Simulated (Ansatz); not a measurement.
**HfB: band structure with PBEsol**

HfB:

```
Hf B
1.0
     0.00000    2.31000    2.31000
     2.31000    0.00000    2.31000
     2.31000    2.31000    0.00000
Hf B
1 1
Direct
  0.50000 0.50000 0.50000
  0.00000 0.00000 0.00000
```

```yaml
Program: Ansatz 0.2.0
Task: band structure
Functional: PBEsol
Potentials_or_basis: Ansatz PAW
Cutoff: "420 eV (not typed: the program's choice for these potentials)"
k_mesh: 10 × 10 × 10
Occupations: fermi-dirac, width 0.05 eV
Spin: no spin polarisation
Path: "[[\"G\", \"X\", \"W\", \"K\", \"G\", \"L\", \"U\", \"W\", \"L\", \"K\"], [\"U\", \"X\"]]"
Points_for_each_segment_of_the_path: 14
```

- Pressure: 23.2 GPa
- Band gap on the k mesh: none (metal or under the smearing width)

Levels at the corners of the path, in eV from the Fermi level:
```
point  band 12  band 13  band 14  band 15  band 16  band 17  band 18  band 19
    Γ    -9.54     2.14     2.14     2.14     4.08     4.08     4.08     4.17
    X    -6.70    -1.15    -0.89     2.46     2.46     6.20     7.84     7.84
    W    -5.59    -1.32    -1.32    -1.27     5.52     5.52     7.86     7.97
    K    -5.80    -2.16    -1.18     0.31     3.13     6.80     7.98     9.98
    Γ    -9.54     2.14     2.14     2.14     4.08     4.08     4.08     4.17
    L    -5.03    -3.94    -1.38    -1.38     6.47     6.47     7.53     8.51
    U    -5.80    -2.16    -1.18     0.31     3.13     6.80     7.98     9.98
    W    -5.59    -1.32    -1.32    -1.27     5.52     5.52     7.86     7.97
    L    -5.03    -3.94    -1.38    -1.38     6.47     6.47     7.53     8.51
    K    -5.80    -2.16    -1.18     0.31     3.13     6.80     7.98     9.98
    U    -5.80    -2.16    -1.18     0.31     3.13     6.80     7.98     9.98
    X    -6.70    -1.15    -0.89     2.46     2.46     6.20     7.84     7.84
```

Run time: 2.4 s on 2 threads of Arm Neoverse V1, with other jobs on the host, peak memory 0.3 GiB.

Caveat: spin-orbit coupling is left out, which moves the levels of the heavy elements; the PAW data sets come from PBE, with cores solved anew for the run's functional, which leaves a small shift of forces and pressure.
